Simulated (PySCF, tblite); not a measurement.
# C₄H₈OSe: dynamics, then NMR shifts on frames

How do NMR shifts of C₄H₈OSe (`C1C[Se]CCO1`) change as the atoms move?

Computed with tblite 0.8.0 and PySCF 2.14.0, with density-fitted response routines of our own, on a single molecule in the gas phase. Atoms count from 0, in the outputs and in this text.

### 1 The molecule as given

14 atoms, charge 0, multiplicity 1; geometry from: GFN2-xTB.

Bonds of the start (Å): C0–C1 1.52, C1–Se2 1.97, Se2–C3 1.97, C3–C4 1.52, C4–O5 1.41, O5–C0 1.41, C0–H6 1.09, C0–H7 1.10, C1–H8 1.09, C1–H9 1.09, C3–H10 1.09, C3–H11 1.09, C4–H12 1.10, C4–H13 1.09.

### 2 A short Langevin run with GFN2-xTB

The job: settings as JSON, then the geometry in Å.

```
{"job": {"kind": "md", "xc": "GFN2-xTB", "basis": "xTB", "temperature": 200, "steps": 2000, "every": 50, "frames": 5}, "charge": 0, "multiplicity": 1}
C      1.096074    -0.843178     0.208247
C      1.473039     0.625949     0.087058
Se     0.243994     1.545422    -1.146940
C     -1.339297     0.858161    -0.198475
C     -1.238729    -0.650511    -0.027849
O     -0.167604    -1.055130     0.791110
H      1.805863    -1.348919     0.869799
H      1.136578    -1.318875    -0.784681
H      1.402343     1.124372     1.055270
H      2.479851     0.735472    -0.313735
H     -2.213642     1.125011    -0.790755
H     -1.383061     1.354348     0.772486
H     -1.157784    -1.130741    -1.016102
H     -2.138303    -1.021854     0.472400
```

Method: GFN2-xTB Langevin dynamics, gas phase.

Run with:

```sh
OMP_NUM_THREADS=1 python probes_run.py task.json out
```

This one command runs all jobs of the session in turn.

Standard output:

```text
t/fs     T/K      E/eV
    0.0   154.9   -540.78044
   25.0    81.1   -540.52425
   50.0   150.7   -540.53161
   75.0   115.2   -540.53433
  100.0   225.5   -540.59045
  125.0   162.4   -540.47717
  150.0   178.6   -540.61726
  175.0   157.2   -540.51222
  200.0   216.9   -540.55012
  225.0   225.5   -540.51392
  250.0   293.5   -540.55473
  275.0   191.0   -540.44833
  300.0   206.0   -540.48426
  325.0   182.7   -540.45197
  350.0   205.8   -540.35659
  375.0   199.8   -540.38206
  400.0   257.4   -540.40676
  425.0   262.8   -540.48154
  450.0   209.1   -540.50886
  475.0   218.3   -540.45091
  500.0   217.5   -540.46948
  525.0   211.5   -540.40969
  550.0   175.1   -540.45762
  575.0   167.3   -540.48607
  600.0   205.3   -540.50590
  625.0   171.4   -540.55487
  650.0   156.8   -540.54890
  675.0   150.3   -540.56141
  700.0   113.1   -540.46991
  725.0   179.0   -540.55624
  750.0   132.6   -540.38724
  775.0   174.3   -540.46276
  800.0   226.6   -540.41278
  825.0   215.3   -540.37299
  850.0   198.5   -540.50451
  875.0   137.8   -540.34751
  900.0   138.6   -540.49062
  925.0   178.1   -540.63276
  950.0   163.6   -540.51450
  975.0   178.9   -540.53006
 1000.0   158.6   -540.50026
```

Run time: 35 s. Hardware: 1 thread of AMD EPYC, shared host.

Distance from the start (root mean square after alignment): 0 fs 0.00 Å, 200 fs 0.09 Å, 400 fs 0.15 Å, 600 fs 0.15 Å, 800 fs 0.12 Å, 1000 fs 0.10 Å.

Positions (Å) and forces (eV/Å) at 1000 fs:

```xyz
14

C     1.273   -0.975    0.541    0.598   -0.178    0.227
C     1.487    0.490    0.389   -0.880    1.739    0.225
Se    0.422    1.234   -1.169    0.011   -0.057    0.496
C    -1.225    0.556   -0.331    0.199   -0.794    0.018
C    -0.998   -0.962   -0.132   -0.308    0.810    1.342
O    -0.041   -1.303    0.854   -0.080   -0.204   -0.328
H     1.897   -1.341    1.390   -0.359    0.030   -0.496
H     1.612   -1.427   -0.405   -0.108   -0.388    0.111
H     1.183    1.107    1.292    0.341   -0.722   -0.906
H     2.488    0.700    0.091    0.851    0.223    0.079
H    -2.124    0.674   -0.941    0.300    0.232   -0.130
H    -1.350    1.078    0.622    0.023   -0.104   -0.083
H    -0.864   -1.445   -1.086    0.381   -0.275   -0.375
H    -1.859   -1.354    0.379   -0.970   -0.313   -0.178
```

### 3 NMR shieldings: 250 fs, PBE0/pcSseg-1

The job: settings as JSON, then the geometry in Å.

```
{"job": {"kind": "nmr", "xc": "PBE0", "basis": "pcSseg-1", "pop": false}, "charge": 0, "multiplicity": 1}
C      1.277600    -0.800400     0.285900
C      1.224000     0.727100     0.303400
Se    -0.060600     1.393000    -1.040300
C     -1.545600     0.221300    -0.446600
C     -0.982600    -1.203200    -0.414300
O     -0.010400    -1.377800     0.586900
H      1.931800    -1.109800     1.124000
H      1.675800    -1.182200    -0.675200
H      0.825800     1.040000     1.215900
H      2.234600     1.116300     0.243100
H     -2.406000     0.296700    -1.092600
H     -1.897600     0.496000     0.564900
H     -0.575300    -1.537400    -1.393900
H     -1.777900    -1.884200    -0.073000
```

With the program's defaults for keys left out, this is: GIAO PBE0/pcSseg-1 NMR shielding, non-relativistic, gas phase.

Standard output:

```text
coarse grid: 53008 points
cycle   1  E = -2633.0933699753  dE = -3.620e-01  |g| = 8.395e-01  |ddm| = 3.427e+00
cycle   2  E = -2633.0366125931  dE =  5.676e-02  |g| = 8.748e-01  |ddm| = 1.167e+00
cycle   3  E = -2633.1476553760  dE = -1.110e-01  |g| = 2.380e-01  |ddm| = 9.275e-01
cycle   4  E = -2633.1572803682  dE = -9.625e-03  |g| = 3.814e-02  |ddm| = 1.803e-01
cycle   5  E = -2633.1573954869  dE = -1.151e-04  |g| = 1.286e-02  |ddm| = 3.259e-02
cycle   6  E = -2633.1574324085  dE = -3.692e-05  |g| = 2.736e-03  |ddm| = 1.600e-02
cycle   7  E = -2633.1574344690  dE = -2.061e-06  |g| = 6.075e-04  |ddm| = 3.036e-03
final grid: 112096 points
cycle   8  E = -2633.1574460532  dE = -4.628e-08  |g| = 6.563e-04  |ddm| = 2.243e-03
cycle   9  E = -2633.1574460200  dE =  3.326e-08  |g| = 7.561e-04  |ddm| = 1.272e-03
cycle  10  E = -2633.1574461379  dE = -1.179e-07  |g| = 7.844e-05  |ddm| = 6.655e-04
cycle  11  E = -2633.1574461392  dE = -1.289e-09  |g| = 9.122e-06  |ddm| = 8.965e-05
cycle  12  E = -2633.1574461392  dE = -1.955e-11  |g| = 1.702e-06  |ddm| = 1.167e-05
converged SCF energy = -2633.1574461392

GIAO shielding tensors (ppm)
atom      isotropic    diamagn.    paramagn.     s11        s22        s33       span
  0 C      110.123     243.351    -133.229     88.769     99.716    141.883     53.114
  1 C      156.829     249.047     -92.217    144.635    151.790    174.062     29.427
  2 Se    1545.482    2996.592   -1451.110   1213.761   1563.545   1859.139    645.378
  3 C      152.298     248.546     -96.248    134.930    158.587    163.378     28.448
  4 C      110.445     242.474    -132.029     93.041    102.766    135.530     42.489
  5 O      266.802     395.449    -128.648    210.818    272.828    316.760    105.942
  6 H       27.156      28.083      -0.928     22.516     26.181     32.769     10.252
  7 H       27.750      28.654      -0.903     23.368     27.021     32.862      9.494
  8 H       29.498      31.860      -2.362     23.976     27.642     36.876     12.900
  9 H       30.015      29.580       0.435     25.098     27.147     37.801     12.704
 10 H       29.965      29.709       0.256     25.441     26.891     37.562     12.121
 11 H       28.470      29.661      -1.192     24.000     26.045     35.364     11.364
 12 H       27.500      28.398      -0.898     23.071     26.869     32.559      9.489
 13 H       27.025      27.919      -0.895     21.796     26.390     32.888     11.092
```

It took 56 s on 1 thread of AMD EPYC, shared host; peak memory 0.85 GiB.

Shifts follow as δ = σ(reference) − σ, with reference shieldings (ppm) from runs at the same level and on the same kind of geometry: 1H TMS 31.72, 13C TMS 186.9, 17O H2O 336.1, 77Se Me2Se 1758. The references are single molecules in the gas phase, so shifts against H2O, NH3, PH3, H3PO4 or CFCl3 are not on the usual liquid scales and can be off by tens of ppm. Each atom is listed at this fixed geometry, with no averaging over motion; a spectrum would average atoms that exchange fast.

| atoms | environment | σ (ppm) | δ (ppm) |
| --- | --- | --- | --- |
| C0 | sp3 CH2 bonded to O | 110.1 | 76.8 |
| C4 | sp3 CH2 bonded to O | 110.4 | 76.5 |
| C3 | sp3 CH2 bonded to Se | 152.3 | 34.6 |
| C1 | sp3 CH2 bonded to Se | 156.8 | 30.1 |
| H13 | hydrogen on an sp3 CH2 bonded to O | 27.02 | 4.69 |
| H6 | hydrogen on an sp3 CH2 bonded to O | 27.16 | 4.56 |
| H12 | hydrogen on an sp3 CH2 bonded to O | 27.50 | 4.22 |
| H7 | hydrogen on an sp3 CH2 bonded to O | 27.75 | 3.97 |
| H11 | hydrogen on an sp3 CH2 bonded to Se | 28.47 | 3.25 |
| H8 | hydrogen on an sp3 CH2 bonded to Se | 29.50 | 2.22 |
| H10 | hydrogen on an sp3 CH2 bonded to Se | 29.96 | 1.75 |
| H9 | hydrogen on an sp3 CH2 bonded to Se | 30.02 | 1.70 |
| Se2 | selenium bonded to 2 C, in a 6-membered ring | 1545 | 213 |
| O5 | ether oxygen | 266.8 | 69.3 |

Ring of atoms C0, C1, Se2, C3, C4, O5: NICS(0) -2.8, NICS(1) -1.6, NICS(1)zz 4.6 ppm (means of both faces).

### 4 Shielding tensors: 425 fs, PBE0/pcSseg-1

The job: settings as JSON, then the geometry in Å.

```
{"job": {"kind": "nmr", "xc": "PBE0", "basis": "pcSseg-1", "pop": false}, "charge": 0, "multiplicity": 1}
C      1.474000    -0.758200     0.260500
C      1.276400     0.758400     0.096200
Se    -0.036500     1.184300    -1.273200
C     -1.382800     0.022600    -0.498000
C     -0.776200    -1.380700    -0.239100
O      0.295100    -1.379100     0.720500
H      2.261000    -0.915200     0.939800
H      1.752000    -1.181900    -0.668200
H      0.956900     1.203700     1.059500
H      2.224100     1.246200    -0.091700
H     -2.262900    -0.060600    -1.174900
H     -1.807300     0.577300     0.356400
H     -0.486400    -1.845500    -1.215100
H     -1.605700    -1.938300     0.249200
```

With the program's defaults for keys left out, this is: GIAO PBE0/pcSseg-1 NMR shielding, non-relativistic, gas phase.

Standard output:

```text
coarse grid: 53008 points
cycle   1  E = -2633.0945568381  dE = -3.370e-01  |g| = 8.294e-01  |ddm| = 3.440e+00
cycle   2  E = -2633.0435915890  dE =  5.097e-02  |g| = 8.469e-01  |ddm| = 1.134e+00
cycle   3  E = -2633.1465606087  dE = -1.030e-01  |g| = 2.368e-01  |ddm| = 8.966e-01
cycle   4  E = -2633.1560850578  dE = -9.524e-03  |g| = 3.725e-02  |ddm| = 1.795e-01
cycle   5  E = -2633.1561945081  dE = -1.095e-04  |g| = 1.256e-02  |ddm| = 3.099e-02
cycle   6  E = -2633.1562291678  dE = -3.466e-05  |g| = 2.733e-03  |ddm| = 1.502e-02
cycle   7  E = -2633.1562311333  dE = -1.965e-06  |g| = 6.268e-04  |ddm| = 2.900e-03
final grid: 112096 points
cycle   8  E = -2633.1562443922  dE = -5.351e-08  |g| = 7.051e-04  |ddm| = 2.377e-03
cycle   9  E = -2633.1562443468  dE =  4.540e-08  |g| = 8.328e-04  |ddm| = 1.353e-03
cycle  10  E = -2633.1562444906  dE = -1.438e-07  |g| = 8.584e-05  |ddm| = 7.188e-04
cycle  11  E = -2633.1562444922  dE = -1.551e-09  |g| = 9.002e-06  |ddm| = 9.320e-05
cycle  12  E = -2633.1562444922  dE = -1.774e-11  |g| = 2.421e-06  |ddm| = 1.223e-05
converged SCF energy = -2633.1562444922

GIAO shielding tensors (ppm)
atom      isotropic    diamagn.    paramagn.     s11        s22        s33       span
  0 C      118.388     243.272    -124.884     99.743    107.645    147.776     48.033
  1 C      157.079     247.820     -90.742    141.027    161.868    168.341     27.314
  2 Se    1617.940    2996.931   -1378.992   1278.792   1629.924   1945.104    666.312
  3 C      156.603     248.073     -91.470    138.584    158.034    173.192     34.608
  4 C      109.381     241.431    -132.050     88.535     97.538    142.070     53.535
  5 O      279.195     394.045    -114.850    225.611    287.423    324.551     98.939
  6 H       28.430      29.183      -0.753     23.630     27.603     34.057     10.427
  7 H       28.953      30.080      -1.127     24.506     28.437     33.915      9.409
  8 H       28.464      29.776      -1.312     23.118     26.573     35.701     12.582
  9 H       30.132      29.730       0.402     25.184     27.284     37.928     12.744
 10 H       29.542      28.949       0.593     24.993     26.518     37.115     12.121
 11 H       27.927      29.720      -1.793     21.907     26.387     35.487     13.581
 12 H       27.358      27.693      -0.335     22.545     26.952     32.578     10.033
 13 H       26.722      27.130      -0.407     21.732     25.998     32.436     10.704
```

Run time: 55 s. Hardware: 1 thread of AMD EPYC, shared host; peak memory 0.78 GiB.

In short: δ C4 77.5, C0 68.5, C3 30.3, C1 29.8, H13 4.99, H12 4.36 ppm.

(Part 1 of 2 ends here.)
